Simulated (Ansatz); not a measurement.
# C2H4SSi: a ladder of functionals and wavefunction methods

One table from this session's results is given with a row withheld; the runs are named, their logs left out.

Method: functionals in def2-TZVPP, the program's frozen cores in correlated methods; program: Ansatz 0.2.0, Gaussian basis.

Plan: LDA (SPW92), PBE-D4, revPBE-D4, BLYP-D4, r2SCAN-D4, B97M-V, PBE0-D4, B3LYP-D4, r2SCANh-D4, r2SCAN0-D4, HSE06-D4, BHLYP-D4, CAM-B3LYP-D4, LC-ωPBE, ωB97X-V, ωB97M-V, B2PLYP, PBE-QIDH; CCSD(T)/def2-SVP; CCSD(T)/def2-TZVPP; MP2/def2-QZVPP; extrapolation to the limit; RPA on PBE.

1 further run of the same task is left out (it didn't finish).

### Structure used throughout

All runs share one geometry, relaxed beforehand with PBE0-D4 in a triple-zeta def2 set.

SMILES `SC1=C[SiH2]1`, 8 atoms, charge 0, spin multiplicity 1.

Atoms are counted from 1 here; the program's logs count them from 0.

Bond lengths: S1–C2 1.718 Å, S1–H5 1.342 Å, C2–C3 1.338 Å, C2–Si4 1.814 Å, C3–Si4 1.798 Å, C3–H6 1.082 Å, Si4–H7 1.483 Å, Si4–H8 1.483 Å. Angles: C2–S1–H5 97.3°, S1–C2–C3 135.7°, S1–C2–Si4 156.7°, C3–C2–Si4 67.6°, C2–C3–Si4 68.9°, C2–C3–H6 136.2°, Si4–C3–H6 154.9°, C2–Si4–C3 43.5°, C2–Si4–H7 120.9°, C2–Si4–H8 120.9°, C3–Si4–H7 122.3°, C3–Si4–H8 122.3°, H7–Si4–H8 111.2°.

As a file:

```xyz
8

S    -0.5939    2.1888    0.1946
C    -0.0704    0.5526    0.1944
C     0.5931   -0.2396    1.0441
Si    0.1526   -1.1260   -0.4565
H    -1.1749    2.1813   -1.0149
H     1.0335   -0.1351    2.0263
H     1.1353   -1.4006   -1.5329
H    -0.9831   -2.0784   -0.5108
```

The first run:

in.yaml

```yaml
crystal:
  periodic: [false, false, false]
  atoms:
    - {symbol: S, position_ang: [-0.593928, 2.188850, 0.194592]}
    - {symbol: C, position_ang: [-0.070389, 0.552608, 0.194424]}
    - {symbol: C, position_ang: [0.593060, -0.239631, 1.044100]}
    - {symbol: Si, position_ang: [0.152587, -1.126022, -0.456542]}
    - {symbol: H, position_ang: [-1.174903, 2.181279, -1.014924]}
    - {symbol: H, position_ang: [1.033523, -0.135076, 2.026336]}
    - {symbol: H, position_ang: [1.135259, -1.400644, -1.532947]}
    - {symbol: H, position_ang: [-0.983108, -2.078366, -0.510839]}
basis:
  gaussian: {orbitals: def2-TZVPP}
hamiltonian: {xc: lda}
output: {orbitals: {seedname: orbitals}}
```

Steps of the session up to this table: LDA; PBE-D4 (GGA); revPBE-D4 (GGA); BLYP-D4 (GGA); r2SCAN-D4 (meta-GGA); B97M-V (meta-GGA); PBE0-D4 (hybrid); B3LYP-D4 (hybrid); r2SCANh-D4 (hybrid); r2SCAN0-D4 (hybrid); HSE06-D4 (hybrid); BHLYP-D4 (hybrid); CAM-B3LYP-D4 (range-separated); LC-ωPBE (range-separated); ωB97X-V (range-separated); ωB97M-V (range-separated); B2PLYP (double hybrid); PBE-QIDH (double hybrid).

One of the session's tables, all rows but one given; the rest of the session is left out.

It belongs to the step «Frontier levels by functional». 

```
  functional  HOMO (eV)  gap (eV)
 LDA (SPW92)      -5.98      4.56
      PBE-D4      -5.84      4.60
   revPBE-D4      -5.80      4.62
     BLYP-D4      -5.65      4.53
   r2SCAN-D4      -6.04      5.06
      B97M-V      -6.10      5.02
     PBE0-D4      -6.89      6.51
    B3LYP-D4      -6.65      6.05
  r2SCANh-D4      -6.44      5.77
  r2SCAN0-D4          ?         ?
    HSE06-D4      -6.50      5.74
    BHLYP-D4      -7.77      8.27
CAM-B3LYP-D4      -8.10      8.73
     LC-ωPBE      -9.45     11.22
     ωB97X-V      -9.09     10.73
     ωB97M-V      -8.95     10.34
```

Q: Estimate the row for r2SCAN0-D4 from the others.

Worked estimate for «HOMO (eV)». Against the share of exact exchange, r2SCAN-D4 (0, -6.04), r2SCANh-D4 (0.1, -6.44) give a slope of -4.00 per unit share; at 0.25 the line stands at -7.04.

The run gave: HOMO (eV): -7.03; gap (eV): 6.81. In «HOMO (eV)» the line misses by -0.01.
